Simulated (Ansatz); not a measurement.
What does this script print? It uses the Python package of Ansatz (0.2.0).

Script `xc.py`:
```python
# -*- coding: utf-8 -*-
"""One structure of BiPd3 under several functionals."""

import csv
import warnings

import ansatz as az
from pymatgen.core import Lattice, Structure
from pymatgen.io.ase import AseAtomsAdaptor

warnings.simplefilter("ignore", az.DeckWarning)

pmg_structure = Structure(
    Lattice([[0.0, 3.263086, 3.263086], [3.263086, 0.0, 3.263086], [3.263086, 3.263086, 0.0]]),
    ["Bi", "Pd", "Pd", "Pd"],
    [
        [0.5, 0.5, 0.5],
        [0.75, 0.75, 0.75],
        [0.25, 0.25, 0.25],
        [0.0, 0.0, 0.0],
    ],
)
xtal = az.Crystal.from_ase(AseAtomsAdaptor.get_atoms(pmg_structure))

calc = xtal.calculation()
calc = calc.occupations(az.OccupationsMethod.GAUSSIAN, width=0.1).kpoints(spacing=0.32)
calc = calc.pseudopotentials("paw").forces()
calc = calc.stress()

rows = []
for value in ["lda", "blyp", "r2scan"]:
    report = calc.functional(value).run().report
    rows.append((value, report["free_energy_ev"] / len(report["lattice"]["sites"]), report["n_iterations"], sum(report["stress_gpa"][i][i] for i in range(3)) / 3, max(abs(f) for row in report["forces_ev_ang"] for f in row), report["n_kpoints"]))

with open("xc.csv", "w", newline="") as handle:
    writer = csv.writer(handle)
    writer.writerow(["functional", "F/atom (eV)", "iterations", "P (GPa)", "max component (eV/A)", "k-points"])
    writer.writerows([round(v, 5) if isinstance(v, float) else v for v in row] for row in rows)
print(open("xc.csv").read())
```

`python xc.py` gives:
```text
functional,F/atom (eV),iterations,P (GPa),max component (eV/A),k-points
lda,-8155.09801,7,-7.4228,0.0,16
blyp,-8347.11374,6,13.13783,0.0,16
r2scan,-8342.28824,8,0.17065,0.0,16
```

From lowest to highest: LDA (-7.4 GPa), r2SCAN (0.2 GPa) and BLYP (13.1 GPa). At a fixed cell a lower pressure usually means a smaller equilibrium volume, so LDA prefers the smallest cell and BLYP the largest.

Spin is left out of this run. BLYP and dispersion corrections can be off by several per cent in the lattices of metals, and by several GPa in the pressure at a fixed cell. Forces vanish by symmetry here and test nothing. Pressure is positive in compression. Spin-orbit coupling, which matters for elements this heavy, is left out. The structure comes from a database of computed cells and needn't be a stable or known phase. Total energies of different functionals can't be compared; pressures, moments and gaps at this one structure can. Finished in 7.6 s on 1 thread of Intel(R) Xeon(R) Processor @ 2.30GHz (shared host), peak memory 0.82 GiB.
